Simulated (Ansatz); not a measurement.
**CH6NPSi (SMILES C1NP[SiH2]1) at B3LYP/6-31G(d) (spherical functions)**

Aim: the vertical ionisation energy of CH6NPSi at B3LYP/6-31G* (spherical functions), from 2 runs. 

The results are computed with Ansatz 0.2.0.

102 further runs of the same task are left out: 102 set aside as unsound or not needed. Runs told in other sessions of the task aren't counted.

## Step 1: The system as given

CH6NPSi has 10 atoms, charge 0, and is taken as a singlet. SMILES: `C1NP[SiH2]1`. Geometry: relaxed at PBE0-D4/def2-TZVP.

Bond lengths: C1–N2 1.466 Å, N2–P3 1.737 Å, C1–Si4 1.900 Å, P3–Si4 2.263 Å, C1–H5 1.094 Å, C1–H6 1.100 Å, N2–H7 1.012 Å, P3–H8 1.446 Å, Si4–H9 1.486 Å, Si4–H10 1.487 Å. Some angles: C1–N2–P3 108.8°, N2–C1–Si4 91.6°, N2–P3–Si4 73.5°, C1–Si4–P3 77.1°, C1–N2–H7 117.6°, P3–N2–H7 119.0°, N2–C1–H5 113.0°, N2–C1–H6 113.4°, Si4–C1–H5 118.7°, Si4–C1–H6 110.6°.

## Step 2: A single-point energy at B3LYP/6-31G(d) (spherical functions)

molecule.yaml reads:

```yaml
crystal:
  periodic: [false, false, false]
  atoms:
    - symbol: C
      position_ang: [-0.518900, 0.753700, -0.280300]
    - symbol: "N"
      position_ang: [0.388700, 0.867200, 0.865200]
    - symbol: P
      position_ang: [0.973900, -0.716000, 1.275900]
    - symbol: Si
      position_ang: [0.382300, -0.797300, -0.907400]
    - symbol: H
      position_ang: [-0.525900, 1.647300, -0.910700]
    - symbol: H
      position_ang: [-1.554200, 0.512400, 0.003600]
    - symbol: H
      position_ang: [0.126500, 1.500500, 1.609100]
    - symbol: H
      position_ang: [-0.253100, -1.393600, 1.631500]
    - symbol: H
      position_ang: [1.493100, -0.499900, -1.848100]
    - symbol: H
      position_ang: [-0.429200, -1.925500, -1.435800]
basis:
  gaussian:
    orbitals: 6-31G_st_-spherical.json
hamiltonian:
  xc: {name: B3LYP}
accuracy: high
output: {orbitals: {seedname: orbitals}}
```

The basis set 6-31G* is read from a file made from the Basis Set Exchange's data (not shown).

Launch:

```sh
$ ansatz run molecule.yaml --threads 1 --pin off --max-ram 3480MiB --events-out events.jsonl --progress --plain --runs-dir runs
```

Output:

```text
Warning: RAYON_NUM_THREADS=1 ignored (pool sized by the plan → 1); use --threads N
Functional definition: B3LYP
  name "B3LYP"
  parameter a0 = 0.2
  parameter ax = 0.72
  parameter ac = 0.81
  exchange = (1 - a0 - ax)*slater_x + ax*b88_x + a0*exact_x
  correlation = (1 - ac)*vwn_rpa_c + ac*lyp_c
1830 factors; integrals over basis functions are off by at most 4.1e-9 eV
mean field evaluation 1: about -19783.9194 eV, gradient 5.1e1 eV
mean field evaluation 2: about -19769.6386 eV, gradient 9.1e1 eV
mean field evaluation 4: about -19789.7959 eV, gradient 5.1e0 eV
mean field evaluation 8: about -19790.0841 eV, gradient 2.1e-1 eV
mean field evaluation 16: about -19790.0842 eV, gradient 4.0e-5 eV
mean field -19790.08423496 eV, -727.2721814337 hartree, gradient 5.2e-8 eV, S^2 0.000000; 0 other end points of the search recorded, 0 dependent functions left out
reference -19790.08427448 eV, -727.2721828861 hartree; 24, 24 occupied and 52, 52 virtual orbitals, 1830 factors
Total energy: -19790.08427448 eV, -727.2721828861 hartree
```

It took 8.7 s on 1 thread of Arm Neoverse V2, shared host; peak memory 0.26 GiB.

## Step 3: The doublet cation, same level

job.yaml reads:

```yaml
crystal:
  periodic: [false, false, false]
  atoms:
    - {symbol: C, position_ang: [-0.518900, 0.753700, -0.280300]}
    - {symbol: N, position_ang: [0.388700, 0.867200, 0.865200]}
    - {symbol: P, position_ang: [0.973900, -0.716000, 1.275900]}
    - {symbol: Si, position_ang: [0.382300, -0.797300, -0.907400]}
    - {symbol: H, position_ang: [-0.525900, 1.647300, -0.910700]}
    - {symbol: H, position_ang: [-1.554200, 0.512400, 0.003600]}
    - {symbol: H, position_ang: [0.126500, 1.500500, 1.609100]}
    - {symbol: H, position_ang: [-0.253100, -1.393600, 1.631500]}
    - {symbol: H, position_ang: [1.493100, -0.499900, -1.848100]}
    - {symbol: H, position_ang: [-0.429200, -1.925500, -1.435800]}
basis:
  gaussian: {orbitals: 6-31G_st_-spherical.json}
total_charge: 1
magnetization: {spin_polarized: true, initial_magnetization: 1}
hamiltonian: {xc: {name: B3LYP}}
accuracy: high
output: {orbitals: {seedname: orbitals}}
```

The basis set 6-31G* is read from a file made from the Basis Set Exchange's data (not shown).

Launch:

```sh
$ ansatz run job.yaml --threads 1 --pin off --max-ram 3480MiB --events-out events.jsonl --progress --plain --runs-dir runs
```

Output:

```text
Warning: RAYON_NUM_THREADS=1 ignored (pool sized by the plan → 1); use --threads N
Functional definition: B3LYP
  name "B3LYP"
  parameter a0 = 0.2
  parameter ax = 0.72
  parameter ac = 0.81
  exchange = (1 - a0 - ax)*slater_x + ax*b88_x + a0*exact_x
  correlation = (1 - ac)*vwn_rpa_c + ac*lyp_c
1831 factors; integrals over basis functions are off by at most 4.1e-9 eV
mean field evaluation 1: about -19766.1272 eV, gradient 5.6e1 eV
mean field evaluation 2: about -19697.9813 eV, gradient 1.1e2 eV
mean field evaluation 4: about -19780.0114 eV, gradient 1.7e1 eV
mean field evaluation 8: about -19781.3194 eV, gradient 7.1e-1 eV
mean field evaluation 16: about -19781.5576 eV, gradient 1.3e-2 eV
mean field evaluation 32: about -19781.5576 eV, gradient 1.1e-7 eV
mean field -19781.55757825 eV, -726.9588325795 hartree, gradient 1.2e-8 eV, S^2 0.756240; 2 other end points of the search recorded, 0 dependent functions left out
reference -19781.55761704 eV, -726.9588340047 hartree; 24, 23 occupied and 52, 53 virtual orbitals, 1831 factors
Total energy: -19781.55761704 eV, -726.9588340047 hartree
```

Wall time 19 s (1 thread of Arm Neoverse V2, shared host); peak memory 0.38 GiB.

## Step 4: Outcome

Level: B3LYP/6-31G* (spherical functions).

| quantity | value |
| --- | --- |
| singlet CH6NPSi: total energy | -727.27218 Eh |
| singlet CH6NPSi: HOMO energy | -6.19 eV |
| singlet CH6NPSi: LUMO energy | -0.30 eV |
| singlet CH6NPSi: HOMO–LUMO gap | 5.89 eV |
| doublet cation: total energy | -726.95883 Eh |
| doublet cation: HOMO energy (highest over α and β) | -12.84 eV |
| doublet cation: LUMO energy (lowest over α and β) | -10.85 eV |
| doublet cation: ⟨S²⟩ | 0.756 |
| vertical ionisation energy (to the doublet cation) | 8.527 eV |

In words: The vertical ionisation energy comes to 8.53 eV (823 kJ/mol). The negative HOMO energy of the first species, 6.19 eV, lies 2.33 eV below that difference.
